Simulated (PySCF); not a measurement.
# Solver options tried on AsO

Aim: find out which solver settings change the answer for AsO.

Method: method and basis as typed in the scripts; program: PySCF 2.14.0.

2 further runs of the same task are left out: 2 that didn't finish.

### 1 Starting geometry

AsO: 2 atoms, charge 0, spin multiplicity 2.

Bond lengths: As1–O2 1.864 Å.

### 2 The base run

File input.py:

```python
from pyscf import gto, dft

mol = gto.M(
    atom='As 0 0 0; O 0 0 1.864',
    basis='cc-pvdz-dk',
    charge=0,
    spin=1,
    verbose=3,
)
mf = dft.UKS(mol, xc='bp86')
mf = mf.sfx2c1e()
mf.kernel()
g = mf.nuc_grad_method()
g.grid_response = True
g.kernel()
mf.dip_moment()
print('orbital energies (hartree):', [e[max(0, n-3):n+3].round(4) for e, n in zip(mf.mo_energy, mol.nelec)])
```

Run with:

```
> OMP_NUM_THREADS=1 python input.py
```

The log of this run is left out.

In short: E(SCF) = -2336.220053 Eh, ⟨S²⟩ = 0.752, μ = 2.72 D, gradient on the second atom 0.0951 Eh/bohr.

The bond length is a typed value, not an optimised one.

### 3 Smearing width 0.2 hartree

Run 1 changes smearing width: none → 0.2 hartree; step after the SCF: gradient → none.

File input.py:

```python
from pyscf import gto, dft, scf

mol = gto.M(
    atom='As 0 0 0; O 0 0 1.864',
    basis='cc-pvdz-dk',
    charge=0,
    spin=1,
    verbose=3,
)
mf = dft.UKS(mol, xc='bp86')
mf = mf.sfx2c1e()
mf = scf.addons.smearing_(mf, sigma=0.2, method='fermi')
mf.kernel()
mf.dip_moment()
print('orbital energies (hartree):', [e[max(0, n-3):n+3].round(4) for e, n in zip(mf.mo_energy, mol.nelec)])
```

Run with:

```
> OMP_NUM_THREADS=1 python input.py
```

### 4 Second-order solver on

Run 2 changes second-order solver: off → on.

Changes to input.py since step 2:

```diff
@@ -11,2 +11,3 @@
 mf = mf.sfx2c1e()
+mf = mf.newton()
 mf.kernel()
```

Before running it: what results should come out? Wanted: for each run, E(SCF); from base; gap, α spin; SCF dipole.

The runs gave:

| run | E(SCF) (hartree) | from base (eV) | gap, α spin (eV) | SCF dipole (D) |
| --- | --- | --- | --- | --- |
| base | -2336.220053 | 0 | 0.02 | 2.72 |
| smearing width 0.2 hartree (poor choice) | -2335.210426 | not comparable | n/a | 1.41 |
| second-order solver on | -2336.220053 | 0.0000 | 0.02 | 2.72 |

The SCF energy stays the same, to the digits that matter, with second-order solver on. Rows marked «poor choice» come from settings spoiled on purpose.
